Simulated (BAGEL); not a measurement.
# SiPH5O2 (SMILES O[SiH2]OP): a chain of runs

Wanted: the energy (HF/6-31G*), then a single-point energy (NEVPT2(2,2)/6-31G*), then a single-point energy (CASPT2(2,2)/6-31G*) of SiPH5O2. 

Program for the calculation: BAGEL 1.2.2.

## (1) The structure to begin with

SiPH5O2: 9 atoms, total charge 0, spin state singlet. SMILES: `O[SiH2]OP`. One bond was lengthened or shortened from a relaxed shape.

Bond lengths: O1–Si2 1.637 Å, Si2–O3 1.895 Å, O3–P4 1.646 Å, O1–H5 0.958 Å, Si2–H6 1.486 Å, Si2–H7 1.473 Å, P4–H8 1.424 Å, P4–H9 1.424 Å. Some angles: O1–Si2–O3 112.6°, Si2–O3–P4 125.8°, O1–Si2–H6 109.8°, O1–Si2–H7 106.9°, O3–Si2–H6 108.4°, O3–Si2–H7 105.8°, Si2–O1–H5 118.2°, O3–P4–H8 98.7°, O3–P4–H9 98.7°, H6–Si2–H7 113.3°.

## (2) A single-point energy at HF/6-31G(d) (density fitting with svp-jkfit, spherical functions) (run 1)

hf.json

```json
{ "bagel": [

{
  "title": "molecule",
  "basis": "6-31gs.json",
  "df_basis": "svp-jkfit",
  "angstrom": true,
  "geometry": [
    { "atom": "O", "xyz": [   -0.230618,    1.345281,   -1.764110 ] },
    { "atom": "Si", "xyz": [    0.894982,    0.762981,   -0.727610 ] },
    { "atom": "O", "xyz": [    0.302400,   -0.778100,    0.201800 ] },
    { "atom": "P", "xyz": [   -0.942200,   -0.834900,    1.277600 ] },
    { "atom": "H", "xyz": [   -0.921418,    1.907881,   -1.411810 ] },
    { "atom": "H", "xyz": [    1.247882,    1.806281,    0.270090 ] },
    { "atom": "H", "xyz": [    2.041782,    0.324481,   -1.542310 ] },
    { "atom": "H", "xyz": [   -0.305900,   -1.590900,    2.302600 ] },
    { "atom": "H", "xyz": [   -1.612000,   -1.984300,    0.770600 ] }
  ]
},
{ "title": "hf" },
{ "title": "print", "file": "orbitals.molden", "orbitals": true }

]}
```

The basis set 6-31G* is read from a file made from the Basis Set Exchange's data (not shown).

Command:

```console
BAGEL_NUM_THREADS=1 BAGEL hf.json > hf.out
```

What it wrote:

```text
* using 1 threads per process

  ===============================================================
  ===============================================================

  *** Geometry ***

  { "atom" : "O", "xyz" : [     -0.435805,      2.542213,     -3.333685 ] },
  { "atom" : "Si", "xyz" : [      1.691271,      1.441825,     -1.374984 ] },
  { "atom" : "O", "xyz" : [      0.571453,     -1.470396,      0.381347 ] },
[... 5 lines of this table left out ...]
  { "atom" : "H", "xyz" : [     -3.046239,     -3.749784,      1.456223 ] },

  Number of auxiliary basis functions:      500

  Since a DF basis is specified, we compute 2- and 3-index integrals:
    o Being stored without compression. Storage requirement is 0.022 GB

  Number of basis functions:       74
  Number of electrons      :       50

    * METHOD: MOLECULE                             0.26

  *** RHF ***

  === Nuclear Repulsion ===
   222.8175155010

      * DIIS with orbital gradients will be used.

  === RHF iteration (6-31gs.json) ===
      0       -782.02732517          0.02583018           0.08
      1       -782.18412430          0.01859760           0.08
      2       -782.31959081          0.00169944           0.08
[... 10 lines of this table left out ...]
     13       -782.32166445          0.00000000           0.08
    * SCF iteration converged.

    * Permanent dipole moment:
           (    0.116189,    -0.784663,    -0.202969) a.u.

    * METHOD: HF                                   1.25

    * METHOD: PRINT                                0.01

  ===============================================================
```

Wall time 1.6 s (1 thread of Arm Neoverse V2, shared host); peak memory 0.15 GiB.

## (3) The energy at NEVPT2(2,2)/6-31G(d) (density fitting with svp-jkfit, spherical functions) (run 2)

input.json

```json
{ "bagel": [

{
  "title": "molecule",
  "basis": "6-31gs.json",
  "df_basis": "svp-jkfit",
  "angstrom": true,
  "geometry": [
    { "atom": "O", "xyz": [      -0.230618,       1.345281,      -1.764110 ] },
    { "atom": "Si", "xyz": [       0.894982,       0.762981,      -0.727610 ] },
    { "atom": "O", "xyz": [       0.302400,      -0.778100,       0.201800 ] },
    { "atom": "P", "xyz": [      -0.942200,      -0.834900,       1.277600 ] },
    { "atom": "H", "xyz": [      -0.921418,       1.907881,      -1.411810 ] },
    { "atom": "H", "xyz": [       1.247882,       1.806281,       0.270090 ] },
    { "atom": "H", "xyz": [       2.041782,       0.324481,      -1.542310 ] },
    { "atom": "H", "xyz": [      -0.305900,      -1.590900,       2.302600 ] },
    { "atom": "H", "xyz": [      -1.612000,      -1.984300,       0.770600 ] }
  ]
},

{ "title": "hf" },

{
  "title": "nevpt2",
  "nstate": 1,
  "nact": 2,
  "nclosed": 24,
  "nspin": 0,
  "active": [14, 26],
  "maxiter": 200,
  "natocc": true,
  "ncore": 12
},

{ "title": "print", "file": "orbitals.molden", "orbitals": true }

]}
```

The basis set 6-31G* is read from a file made from the Basis Set Exchange's data (not shown).

Command:

```console
BAGEL_NUM_THREADS=1 BAGEL input.json > input.out
```

What it wrote:

```text
* using 1 threads per process

  ===============================================================
  ===============================================================

  *** Geometry ***

  { "atom" : "O", "xyz" : [     -0.435805,      2.542213,     -3.333685 ] },
  { "atom" : "Si", "xyz" : [      1.691271,      1.441825,     -1.374984 ] },
  { "atom" : "O", "xyz" : [      0.571453,     -1.470396,      0.381347 ] },
[... 5 lines of this table left out ...]
  { "atom" : "H", "xyz" : [     -3.046239,     -3.749784,      1.456223 ] },

[... 23 lines left out ...]
    * SCF iteration converged.
[... 1 line left out ...]
    * Permanent dipole moment:
[... 28 lines left out ...]
    * Second-order optimization converged. *
[... 9 lines left out ...]
     * ci vector, state   0, <S^2> = 0.0000
       2.     0.9954448966
       .2    -0.0953386479

  === DF-NEVPT2 calculation ===

    * 3-index integral transformation done
    * assembly done

      NEVPT2 correlation energy:   -0.5176083487      0.11

          (+0)     -0.4203133524
          (+0)'    -0.0471832285
          (+1)     -0.0078388071
          (+1)'    -0.0000000000
          (+2)     -0.0007570028
          (-1)     -0.0367958431
          (-1)'     0.0000000000
          (-2)     -0.0047201148

      NEVPT2 total energy:       -782.8566440082

    * METHOD: NEVPT2                              10.03

    * METHOD: PRINT                                0.01

  ===============================================================
```

Wall time 12 s (1 thread of Arm Neoverse V2, shared host); peak memory 0.15 GiB.

## (4) A single-point energy at CASPT2(2,2)/6-31G(d) (density fitting with svp-jkfit, spherical functions) (run 3)

input.json: that of step 3 with these lines changed.

```diff
@@ -20,6 +20,8 @@
 
-{ "title": "hf" },
+{
+  "title": "hf"
+},
 
 {
-  "title": "nevpt2",
+  "title": "casscf",
   "nstate": 1,
@@ -27,10 +29,23 @@
   "nclosed": 24,
-  "nspin": 0,
   "active": [14, 26],
   "maxiter": 200,
-  "natocc": true,
-  "ncore": 12
+  "natocc": true
 },
 
-{ "title": "print", "file": "orbitals.molden", "orbitals": true }
+{
+  "title": "print",
+  "file": "orbitals.molden",
+  "orbitals": true
+},
+
+{
+  "title": "smith",
+  "method": "caspt2",
+  "ms": true,
+  "xms": true,
+  "sssr": true,
+  "shift": 0.2,
+  "shift_imag": true,
+  "ncore": 12
+}
```

The basis set 6-31G* is read from a file made from the Basis Set Exchange's data (not shown).

Command:

```console
BAGEL_NUM_THREADS=1 BAGEL input.json > input.out
```

What it wrote:

```text
* using 1 threads per process

  ===============================================================
  ===============================================================

  *** Geometry ***

  { "atom" : "O", "xyz" : [     -0.435805,      2.542213,     -3.333685 ] },
  { "atom" : "Si", "xyz" : [      1.691271,      1.441825,     -1.374984 ] },
  { "atom" : "O", "xyz" : [      0.571453,     -1.470396,      0.381347 ] },
[... 5 lines of this table left out ...]
  { "atom" : "H", "xyz" : [     -3.046239,     -3.749784,      1.456223 ] },

[... 25 lines left out ...]
    * Permanent dipole moment:
[... 37 lines left out ...]
     * ci vector, state   0, <S^2> = 0.0000
[... 21 lines left out ...]
       #      aibj      arbs      arbi      airj      risj      airs      arst      rist         Etot      error   time
[... 8 lines left out ...]
      ------------------------------------------------------------------------------------------------------------------

    * CASPT2 energy : state  0     -782.8586992390
        w/o shift correction       -782.8561610581
        reference weight              0.8550439175

    * METHOD: SMITH                                0.66

  ===============================================================
```

Run time: 12 s. Hardware: 1 thread of Arm Neoverse V2, shared host; peak memory 0.16 GiB.

## (5) What came out

| quantity | value |
| --- | --- |
| run 1, HF/6-31G*: total energy | -782.32166 Eh |
| run 1, HF/6-31G*: dipole moment | 2.08 D |
| run 1, HF/6-31G*: HOMO energy | -9.63 eV |
| run 1, HF/6-31G*: LUMO energy | 3.62 eV |
| run 1, HF/6-31G*: HOMO–LUMO gap | 13.25 eV |
| run 2, NEVPT2(2,2)/6-31G*: total energy | -782.85664 Eh |
| run 3, CASPT2(2,2)/6-31G*: total energy | -782.85870 Eh |
